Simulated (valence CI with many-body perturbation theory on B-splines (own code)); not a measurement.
# Levels and ionisation energy of W⁶⁷⁺

What does CI with core correlation give for the spectrum of W⁶⁷⁺? Levels and ionisation energy come from one run, set against NIST.

Method: configuration interaction of the valence electrons, many-body perturbation theory for a frozen closed Dirac-Fock core, no-pair Dirac Hamiltonian, B-spline basis. Code: an in-house CI+MBPT code version 3.

**1. Starting point**

- element: tungsten (Z = 74, A = 184)
- charge: +67
- frozen core: [He]
- start configuration of the valence electrons: 2s2 2p3
- nuclear rms radius: 5.3658 fm

**2. The run**

The run's settings:

```ini
atom W  Z=74  mass_number=184  rms_radius_fm=5.3658
core [He]
valence 2s2 2p3
avg = 1
basis = M
breit = 1
cap = 40000
capref = 1200
cscale = 1
de = 0.0
dress = 0
eps = 2e-08
h = 0.27
hh = 1
l2 = 3
lcore = 6
maxit = 60
n2 = 5
natural = 1
nlev = 45
nno = [5, 5, 5, 4, 2, 1]
nroot = 26
nsp = [4, 4, 3, 2, 1, 0]
pt2 = 1
qed = 1
rpa = 1
s1 = 1
s2 = 1
s3 = 1
screen = 1
tol = 2e-05
```

Launch:

```console
> python run_cv.py task.json out
```

task.json holds these settings.

Q: Predict the results.

**Answer**, as computed:

| quantity | computed | tabulated |
| --- | --- | --- |
| lowest level | 2s2 2p3 ²P° 3/2 | 2s2 2p3 ²P°3/2 |
| first excitation | 2s2 2p3 ⁴S° 3/2, 1387.7 eV | - |
| ionisation energy, to 2s2 2p2 ³P J = 0 | 16635 eV | 16588 ± 11 eV (semi-empirical) |
| dipole polarisability of the lowest level | 6.759e-05 bohr³ | - |
| hyperfine A/(μ/I) of the lowest level | 818237 MHz | - |
| no level missing from the run's list below | 11896.7 eV | - |

The ionisation energy is 47.3 eV (0.29 %) above the NIST entry, whose uncertainty is 11 eV. Of the added terms Breit moves the ionisation energy most, by -14.1 eV. The lowest level is 100 % 2s2 2p3, but only 49 % ²P° beside 27 % ²D°, so its LS name says little. Cautions: intervals between levels of different J carry noise of about a tenth of the second-order remainder, tens of cm⁻¹ or more; by estimate large intervals hold to a few tenths of a per cent, small ones and the rates on them less well.
